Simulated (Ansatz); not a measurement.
# C7H8, 15 atoms: tuning a run for speed

To be measured: the time of a single point at HF on C7H8, and which launch flags, input keys and shares of the machine shorten it.

Program: Ansatz 0.2.0 (single point, HF, Gaussian basis). Host: Arm Neoverse N1, 56 cores, 56 hardware threads, 90 GiB; it was booked for these runs alone, one at a time. Each run is timed once from launch to exit, start-up included.

**1. The job**

A molecule of 15 atoms and 50 electrons, SMILES c1ccccc1C, in the basis cc-pvdz.

**2. Baseline**

input.yaml reads:

```yaml
crystal:
  periodic: [false, false, false]
  atoms:
    - { symbol: C, position_ang: [0.0500, -1.2100, 0.0000] }
    - { symbol: C, position_ang: [-1.3400, -1.2500, -0.0600] }
    - { symbol: C, position_ang: [-2.0800, -0.0700, -0.0900] }
    - { symbol: C, position_ang: [-1.4200, 1.1600, -0.0700] }
    - { symbol: C, position_ang: [-0.0300, 1.2100, -0.0100] }
    - { symbol: C, position_ang: [0.7200, 0.0200, 0.0100] }
    - { symbol: C, position_ang: [2.2200, 0.0700, 0.1000] }
    - { symbol: H, position_ang: [0.6100, -2.1400, 0.0300] }
    - { symbol: H, position_ang: [-1.8500, -2.2100, -0.0700] }
    - { symbol: H, position_ang: [-3.1600, -0.1000, -0.1400] }
    - { symbol: H, position_ang: [-1.9900, 2.0800, -0.0900] }
    - { symbol: H, position_ang: [0.4700, 2.1700, 0.0100] }
    - { symbol: H, position_ang: [2.6700, -0.8000, -0.3900] }
    - { symbol: H, position_ang: [2.6100, 0.9600, -0.3900] }
    - { symbol: H, position_ang: [2.5300, 0.0900, 1.1500] }
basis:
  gaussian: { orbitals: cc-pvdz }
hamiltonian: { xc: hf }
```

Command:

```bash
taskset -c 8-63 ansatz run input.yaml --backend cpu --max-ram 64GiB --events-out ev --progress --plain --runs-dir out
```

**3. Change: x pbe**

input.yaml: that of step 2 with these lines changed.

```diff
@@ -20,2 +20,2 @@
   gaussian: { orbitals: cc-pvdz }
-hamiltonian: { xc: hf }
+hamiltonian: { xc: pbe }
```

**4. Change: x r2scan**

input.yaml: that of step 3 with these lines changed.

```diff
@@ -20,2 +20,2 @@
   gaussian: { orbitals: cc-pvdz }
-hamiltonian: { xc: pbe }
+hamiltonian: { xc: r2scan }
```

**5. Change: x pbe0**

input.yaml: that of step 4 with these lines changed.

```diff
@@ -20,2 +20,2 @@
   gaussian: { orbitals: cc-pvdz }
-hamiltonian: { xc: r2scan }
+hamiltonian: { xc: pbe0 }
```

**6. Change: f 3**

input.yaml: that of step 5 with these lines changed.

```diff
@@ -20,2 +20,2 @@
   gaussian: { orbitals: cc-pvdz }
-hamiltonian: { xc: pbe0 }
+hamiltonian: { xc: { name: wB97M-V } }
```

**7. Change: f 2**

input.yaml: that of step 6 with these lines changed.

```diff
@@ -20,2 +20,2 @@
   gaussian: { orbitals: cc-pvdz }
-hamiltonian: { xc: { name: wB97M-V } }
+correlation: { method: mp2 }
```

**8. Change: f 3**

input.yaml: that of step 7 with these lines changed.

```diff
@@ -20,2 +20,3 @@
   gaussian: { orbitals: cc-pvdz }
-correlation: { method: mp2 }
+hamiltonian: { xc: pbe0 }
+correlation: { method: rpa }
```

**9. Change: f 60**

input.yaml: that of step 8 with these lines changed.

```diff
@@ -20,3 +20,2 @@
   gaussian: { orbitals: cc-pvdz }
-hamiltonian: { xc: pbe0 }
-correlation: { method: rpa }
+correlation: { method: ccsd_t }
```

(Steps that only read results are left out.)

**Question.** How long do these runs take on this host, and what pays? Wanted: reference; best change; worst change.

As calculated:

| quantity | value |
| --- | --- |
| reference | 0.45 s on 56 threads |
| best change | none beyond the noise |
| worst change | f 60: 9.3 times as slow |

In words: Changes under about 68 % are taken as noise (0.3 s of jitter at start-up on so short a run). No change beats the defaults here. f 60 costs most. The figures hold for this build, input and host.
